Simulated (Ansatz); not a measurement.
# AlH5O2S: the cost of one run

Program: Ansatz 0.2.0. Level of theory: RKS PBE-D4/def2-SVP. These are calculated values, not measurements.

## 1. The structure to begin with

Bond lengths: Al1–O3 1.780 Å, O3–H4 1.010 Å, Al1–O5 1.780 Å, O5–H6 1.010 Å, Al1–S7 2.560 Å, S7–H8 1.400 Å. Angles: Al1–O3–H4 109.5°, O3–Al1–O5 120.0°, O3–Al1–S7 96.8°, O5–Al1–S7 101.3°, Al1–O5–H6 109.5°, Al1–S7–H8 109.5°.

Coordinates:

```xyz
9

Al    0.0000    0.0000    0.0000
H     0.0000    0.0000    1.9100
O     1.5415    0.0000   -0.8900
H     1.8414   -0.9519   -1.0449
O    -1.5415    0.0000   -0.8900
H    -2.0512   -0.8467   -0.6815
S     0.1147    2.4267    0.8072
H     0.6673    2.4659    2.0930
H     0.0463    0.9785    1.9592
```

## 2. Pulling towards end A

Springs on the bonds that form and break draw the guess towards this end; the thresholds are loose.

The input, input.yaml:

```yaml
crystal:
  periodic: [false, false, false]
  atoms:
    - { symbol: Al, position_ang: [0.0, 0.0, 0.0] }
    - { symbol: H, position_ang: [0.0, 0.0, 1.91] }
    - { symbol: O, position_ang: [1.5415, 0.0, -0.89] }
    - { symbol: H, position_ang: [1.8414, -0.9519, -1.0449] }
    - { symbol: O, position_ang: [-1.5415, 0.0, -0.89] }
    - { symbol: H, position_ang: [-2.0512, -0.8467, -0.6815] }
    - { symbol: S, position_ang: [0.1147, 2.4267, 0.8072] }
    - { symbol: H, position_ang: [0.6673, 2.4659, 2.093] }
    - { symbol: H, position_ang: [0.0463, 0.9785, 1.9592] }
basis:
  gaussian: { orbitals: def2-SVP }
hamiltonian:
  xc: pbe
  dispersion: d4
relax:
  f_tol: 0.15
  max_steps: 25
  restrain:
    - { distance: [0, 6], at: 3.46, k: 30.0 }
    - { distance: [8, 1], at: 1.86, k: 30.0 }
    - { distance: [0, 1], at: 1.56, k: 30.0 }
    - { distance: [8, 6], at: 1.4, k: 30.0 }
output:
  orbitals: {}
```

Command:

```bash
> ansatz run input.yaml --threads 2 --pin off --max-ram 3072MiB --backend cpu --events-out ev --progress --plain --runs-dir out
```

Q: Estimate wall time and peak memory on 2 threads of Arm Neoverse V2, shared host.

About 17 s, with a peak of 0.13 GiB.
